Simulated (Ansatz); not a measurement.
Runs of Ansatz 0.2.0 on MoI. The structure is tetragonal, space group P4/mmm (No. 123). Conventional cell: a = 3.623 Å, b = 3.623 Å, c = 5.042 Å, α = 90.00°, β = 90.00°, γ = 90.00°. Around Mo (site symmetry 4/mmm) lie 4 I at 2.56 Å. I (site symmetry 4/mmm) is surrounded by 4 Mo at 2.56 Å. The cell was built by a generator and needn't be a form met in nature.

```tsv
level	gap on the mesh (eV)	pressure (GPa)	relaxed volume (Å³/atom)
LDA	none	0.0	(a)
PBEsol	none	0.0	22.72
RPBE	none	0.0	24.58
revPBE	none	0.0	24.39
```

Alike in all rows: task relaxation of cell and atoms; potentials or basis Ansatz PAW; no spin polarisation; cell relaxed; k mesh 7 × 7 × 5; cutoff (eV) 420; smearing fermi-dirac 0.05 eV.

Estimate the missing entries.

(a) 22.24.

Caveats: the volume moved by over 15 % at a fixed basis, so the end points are rough; the plane-wave basis is chosen anew once the cell has moved, so the energies of steps on either side of that aren't comparable; an odd number of electrons without spin polarisation forces a metal; a magnetic or distorted state may lie lower; the PAW data sets come from PBE, with cores solved anew for the run's functional, which leaves a small shift of forces and pressure; this functional lacks dispersion, which binds the layers, so the pressure and a relaxed spacing across them are unreliable (some runs).

A k mesh can miss the band edges, and the runs leave out spin-orbit coupling on I, Mo.

A gap of «none» marks a metal or a gap under the smearing width.

Runs at the PBE level aren't shown here.
